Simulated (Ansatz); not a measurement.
# ZrCl+ (quintet): wave-function methods side by side, def2-QZVPP

An exercise on one series of results from a longer session: the logs are not shown, and one member is left open.

The runs use Ansatz 0.2.0, Gaussian basis; def2-QZVPP, core rule «outside noble gas», up to 9 orbitals frozen.

The runs, in order: UHF; ROHF; CCSD(T) on UHF.

## The geometry

The geometry is a PBE0/def2-TZVP stationary point (not a proven minimum) of the parent state, kept for this charge and spin. No spin-orbit coupling is included. Elements past krypton take def2 core potentials.

2 atoms, charge 1, spin multiplicity 5.

Atoms are counted from 1 here; the program's logs count them from 0.

Bond lengths: Zr1–Cl2 3.133 Å.

Set-up of the first run:

The input, in.yaml:

```yaml
crystal:
  periodic: [false, false, false]
  atoms:
    - {symbol: Zr, position_ang: [0.000000, 0.000000, 0.000000]}
    - {symbol: Cl, position_ang: [0.000000, 0.000000, 3.133000]}
basis:
  gaussian: {orbitals: "def2-QZVPP.json"}
total_charge: 1
magnetization: {spin_polarized: true, initial_magnetization: 4}
hamiltonian: {xc: hf}
output: {orbitals: {seedname: orbitals}}
```

Run with:

```bash
$ ansatz run in.yaml --threads 1 --pin off --events-out ev --progress --plain --max-ram 4096MiB --backend cpu
```

Steps of the session up to this table: UHF; ROHF; CCSD(T) on UHF.

One table of the session follows, with a row left open; its other results are not shown here.

```
  method  from UCCSD(T) (kJ/mol)
    ROHF                  +630.3
     UHF                  +599.8
    UMP2                   +91.8
   UCCSD                       ?
UCCSD(T)                       0
```

Q: Estimate the row for UCCSD from the others.

As computed: from UCCSD(T) (kJ/mol): +21.5. In the column «from UCCSD(T) (kJ/mol)» it lies between UCCSD(T) (0) and UMP2 (+91.8).
